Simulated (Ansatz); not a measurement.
# BiTe: how well frozen cores do

Aim: solve BiTe at one geometry with full-potential LAPW, PAW with frozen cores and all-electron PAW on datasets made for the crystal, and see where they agree.

Computed with Ansatz 0.2.0 (DFT PBE, scalar-relativistic, unless a step's input says otherwise).

## (1) The system as given

It takes space group Fm-3m (No. 225, cubic). The conventional cell has a = 6.470 Å, b = 6.470 Å, c = 6.470 Å, α = 90.00°, β = 90.00°, γ = 90.00°. Around Bi (site symmetry m-3m) lie 6 Te at 3.23 Å. Te (site symmetry m-3m) is surrounded by 6 Bi at 3.23 Å.

Coordinates:

```cif
data_structure
_symmetry_space_group_name_H-M 'Fm-3m'
_symmetry_Int_Tables_number 225
_cell_length_a 6.4700
_cell_length_b 6.4700
_cell_length_c 6.4700
_cell_angle_alpha 90.000
_cell_angle_beta 90.000
_cell_angle_gamma 90.000
_cell_volume 270.84
loop_
_atom_site_label
_atom_site_type_symbol
_atom_site_symmetry_multiplicity
_atom_site_Wyckoff_symbol
_atom_site_fract_x
_atom_site_fract_y
_atom_site_fract_z
_atom_site_occupancy
Bi1 Bi 4 a 0.00000 0.00000 0.00000 1
Te1 Te 4 b 0.50000 0.00000 0.00000 1
```

The file gives the conventional cell by its symmetry; the runs use the cell typed in the input.

Structure: COD 9008604, as refined from experiment and not relaxed.

Atoms are numbered in the order of the input: Bi1, Te2.

## (2) Full-potential LAPW

input.yaml

```yaml
crystal:
  lattice:
    - [0.0, 3.235, 3.235]
    - [3.235, 0.0, 3.235]
    - [3.235, 3.235, 0.0]
  atoms:
    - { symbol: Bi, position: [0.0, 0.0, 0.0] }
    - { symbol: Te, position: [0.5, 0.5, 0.5] }
kpoints:
  mp_grid: { grid: [10, 10, 10] }
  band_path:
    path:
      - [0.0, 0.0, 0.0]
      - [0.5, 0.0, 0.5]
      - [0.625, 0.25, 0.625]
      - [0.375, 0.375, 0.75]
      - [0.0, 0.0, 0.0]
      - [0.5, 0.5, 0.5]
      - [0.5, 0.25, 0.75]
      - [0.5, 0.0, 0.5]
    npoints: 8
scf:
  occupations: { method: fermi_dirac, width: 0.03 }
hamiltonian:
  xc: pbe
  pseudopotentials: { kind: all_electron, lapw: { basis_error: 0.00025 } }
output:
  forces: true
  stress: true
  eigenvalues: true
  fatbands: true
  populations: true
  dos: { projected: true, de: 0.2, e_range: [-14, 8] }
```

## (3) PAW with frozen cores

input.yaml, as its differences from that of step 2:

```diff
@@ -25,3 +25,3 @@
   xc: pbe
-  pseudopotentials: { kind: all_electron, lapw: { basis_error: 0.00025 } }
+  pseudopotentials: { kind: paw }
 output:
@@ -30,4 +30,5 @@
   eigenvalues: true
-  fatbands: true
+  efg: { contact_densities: true }
   populations: true
+  bader: true
   dos: { projected: true, de: 0.2, e_range: [-14, 8] }
```

## (4) All-electron PAW on datasets made for the crystal

input.yaml, as its differences from that of step 3:

```diff
@@ -25,3 +25,3 @@
   xc: pbe
-  pseudopotentials: { kind: paw }
+  pseudopotentials: { kind: all_electron, datasets: crystal }
 output:
@@ -31,4 +31 @@
   efg: { contact_densities: true }
-  populations: true
-  bader: true
-  dos: { projected: true, de: 0.2, e_range: [-14, 8] }
```

(Steps that only read results are left out.)

What does the calculation give? Wanted: pressure; gap; Bader charges.

The runs gave:

| quantity | value |
| --- | --- |
| pressure | LAPW 0.81, PAW 0.80, crystal datasets 0.81 GPa |
| gap (LAPW) | none |
| Bader charges (PAW) | Bi1 +0.42, Te2 -0.42 e |

At this geometry the cell is under compression of 0.8 GPa, so it would expand if let go. With 61 electrons in the bands of a cell, and no spin, a band must be partly filled: it is a metal at this level. Within 0.3 eV of the Fermi level the largest projected share is Bi 6p (77 %). The projection holds only the free atom's occupied shells (Bi 6s, Bi 6p, Te 5s, Te 5p in this range). In pressure, PAW differs from LAPW by -0.01 GPa. The price, with the outputs that each input asks for: 33 s for LAPW against 13 s for PAW, about 2.5 to one. Spin-orbit coupling is left out, though the cell holds Bi; in elements this heavy it can shift bands and gaps by tenths of an eV.
